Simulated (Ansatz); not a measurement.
**H4NO2Y: small, medium and large basis sets**

Aim: see how fast density functionals converge with the basis set for H4NO2Y.

Program: Ansatz 0.2.0, Gaussian basis. Level of theory: one geometry, several basis sets. These are calculated values, not measurements.

The runs, in order: PBE0-D4/def2-SVP; ωB97M-V/def2-SVP; PBE0-D4/def2-QZVPP; ωB97M-V/def2-QZVPP; the functionals' def2-TZVPP values are taken from earlier runs.

### Step 1. The relaxed structure

The geometry comes from an earlier relaxation with PBE0-D4 in a triple-zeta def2 set; it is a stationary point, not always the lowest conformer. Y takes the def2 core potential; no spin-orbit term is included.

SMILES `[NH2][Y]([OH])[OH]`, 8 atoms, charge 0, spin multiplicity 1.

Atoms are counted from 1 here; the program's logs count them from 0.

Bond lengths: N1–Y2 2.152 Å, N1–H5 1.013 Å, N1–H6 1.013 Å, Y2–O3 2.031 Å, Y2–O4 2.031 Å, O3–H7 0.952 Å, O4–H8 0.952 Å. Angles: Y2–N1–H5 126.9°, Y2–N1–H6 126.9°, H5–N1–H6 106.2°, N1–Y2–O3 116.6°, N1–Y2–O4 116.6°, O3–Y2–O4 126.8°, Y2–O3–H7 172.1°, Y2–O4–H8 172.2°.

### Step 2. PBE0-D4 in def2-SVP

File in.yaml:

```yaml
crystal:
  periodic: [false, false, false]
  atoms:
    - {symbol: N, position_ang: [-0.635541, 1.588469, -0.498166]}
    - {symbol: Y, position_ang: [0.132881, -0.330163, 0.101080]}
    - {symbol: O, position_ang: [2.085403, -0.394692, 0.655130]}
    - {symbol: O, position_ang: [-1.172285, -1.885157, 0.058255]}
    - {symbol: H, position_ang: [-1.579593, 1.797759, -0.800308]}
    - {symbol: H, position_ang: [-0.126345, 2.463543, -0.533751]}
    - {symbol: H, position_ang: [2.981061, -0.553067, 0.936536]}
    - {symbol: H, position_ang: [-1.685590, -2.686701, 0.081236]}
basis:
  gaussian: {orbitals: def2-SVP}
hamiltonian: {xc: pbe0, dispersion: d4}
output: {orbitals: {seedname: orbitals}}
```

The runs that follow: ωB97M-V in def2-SVP; PBE0-D4 in def2-QZVPP; ωB97M-V in def2-QZVPP.

Q: Predict the results of all the runs planned. Wanted: PBE0-D4: double and triple zeta above quadruple; ωB97M-V: double and triple zeta above quadruple.

**Answer**, as computed:

| quantity | value |
| --- | --- |
| PBE0-D4: double and triple zeta above quadruple | 7.69, 0.43 eV |
| ωB97M-V: double and triple zeta above quadruple | 7.86, 0.41 eV |

In words: PBE0-D4 gains 7.25 eV from double to triple zeta, then 0.43 eV more. Total energies overstate the basis error of differences, where much of it tends to cancel.
